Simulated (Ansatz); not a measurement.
# C6H15GaO: the cost of one run

Method: one geometry, several basis sets; program: Ansatz 0.2.0, Gaussian basis.

The runs, in order: PBE0-D4/def2-SVP; ωB97M-V/def2-SVP; PBE0-D4/def2-QZVPP; ωB97M-V/def2-QZVPP; the functionals' def2-TZVPP values are taken from earlier runs.

## (1) The relaxed structure

All runs share one geometry, relaxed beforehand with PBE0-D4 in a triple-zeta def2 set.

SMILES `C[CH](C)[Ga]([OH])[CH](C)C`, 23 atoms, charge 0, spin multiplicity 1.

Atoms are counted from 1 here; the program's logs count them from 0.

Bond lengths: C1–C2 1.523 Å, C1–H9 1.097 Å, C1–H10 1.095 Å, C1–H11 1.094 Å, C2–C3 1.527 Å, C2–Ga4 1.990 Å, C2–H12 1.098 Å, C3–H13 1.094 Å, C3–H14 1.095 Å, C3–H15 1.097 Å, Ga4–O5 1.805 Å, Ga4–C6 1.981 Å, O5–H16 0.959 Å, C6–C7 1.528 Å, C6–C8 1.525 Å, C6–H17 1.096 Å, C7–H18 1.094 Å, C7–H19 1.097 Å and more. Angles: C2–C1–H9 111.3°, C2–C1–H10 111.6°, C2–C1–H11 112.2°, H9–C1–H10 106.8°, H9–C1–H11 107.2°, H10–C1–H11 107.5°, C1–C2–C3 111.6°, C1–C2–Ga4 112.7°, C1–C2–H12 108.4°, C3–C2–Ga4 110.7°, C3–C2–H12 107.8°, Ga4–C2–H12 105.4°, C2–C3–H13 112.3°, C2–C3–H14 111.6°, C2–C3–H15 111.1°, H13–C3–H14 107.4°, H13–C3–H15 107.4°, H14–C3–H15 106.8° and more.

Coordinates:

```xyz
23
C6H15GaO
C     0.7265    1.8535   -2.2734
C     0.9126    1.4384   -0.8201
C     2.3040    0.8587   -0.5745
Ga   -0.4939    0.1760   -0.1974
O    -1.8194   -0.2303   -1.3538
C    -0.6845   -0.8317    1.4979
C    -0.1904   -2.2635    1.2936
C    -2.1268   -0.8169    1.9919
H     1.4985    2.5675   -2.5850
H     0.7972    0.9949   -2.9492
H    -0.2429    2.3291   -2.4466
H     0.8039    2.3298   -0.1882
H     2.4627    0.5910    0.4739
H     2.4771   -0.0423   -1.1720
H     3.0857    1.5766   -0.8508
H    -1.7480    0.2079   -2.2038
H    -0.0454   -0.3498    2.2466
H     0.8603   -2.3066    0.9909
H    -0.2849   -2.8433    2.2200
H    -0.7768   -2.7821    0.5292
H    -2.4752    0.1923    2.2282
H    -2.8068   -1.2283    1.2412
H    -2.2336   -1.4209    2.9015
```

## (2) PBE0-D4 in def2-SVP

in.yaml reads:

```yaml
crystal:
  periodic: [false, false, false]
  atoms:
    - {symbol: C, position_ang: [0.726538, 1.853508, -2.273448]}
    - {symbol: C, position_ang: [0.912649, 1.438374, -0.820126]}
    - {symbol: C, position_ang: [2.304004, 0.858749, -0.574460]}
    - {symbol: Ga, position_ang: [-0.493856, 0.176006, -0.197448]}
    - {symbol: O, position_ang: [-1.819380, -0.230313, -1.353845]}
    - {symbol: C, position_ang: [-0.684453, -0.831701, 1.497851]}
    - {symbol: C, position_ang: [-0.190446, -2.263538, 1.293579]}
    - {symbol: C, position_ang: [-2.126832, -0.816949, 1.991851]}
    - {symbol: H, position_ang: [1.498522, 2.567536, -2.584964]}
    - {symbol: H, position_ang: [0.797199, 0.994915, -2.949190]}
    - {symbol: H, position_ang: [-0.242928, 2.329134, -2.446563]}
    - {symbol: H, position_ang: [0.803949, 2.329832, -0.188189]}
    - {symbol: H, position_ang: [2.462706, 0.591041, 0.473920]}
    - {symbol: H, position_ang: [2.477064, -0.042314, -1.171982]}
    - {symbol: H, position_ang: [3.085665, 1.576568, -0.850797]}
    - {symbol: H, position_ang: [-1.748016, 0.207911, -2.203769]}
    - {symbol: H, position_ang: [-0.045391, -0.349818, 2.246616]}
    - {symbol: H, position_ang: [0.860272, -2.306586, 0.990863]}
    - {symbol: H, position_ang: [-0.284931, -2.843326, 2.220002]}
    - {symbol: H, position_ang: [-0.776757, -2.782140, 0.529182]}
    - {symbol: H, position_ang: [-2.475154, 0.192312, 2.228217]}
    - {symbol: H, position_ang: [-2.806756, -1.228268, 1.241177]}
    - {symbol: H, position_ang: [-2.233648, -1.420931, 2.901531]}
basis:
  gaussian: {orbitals: def2-SVP}
hamiltonian: {xc: pbe0, dispersion: d4}
output: {orbitals: {seedname: orbitals}}
```

On the command line:

```sh
ansatz run in.yaml --threads 4 --pin off --events-out ev --progress --plain --max-ram 66560MiB --backend cpu
```

What time and memory should one allow on 4 threads of AMD EPYC 7R13, shared host?

About 6.5 s, with a peak of 0.98 GiB.
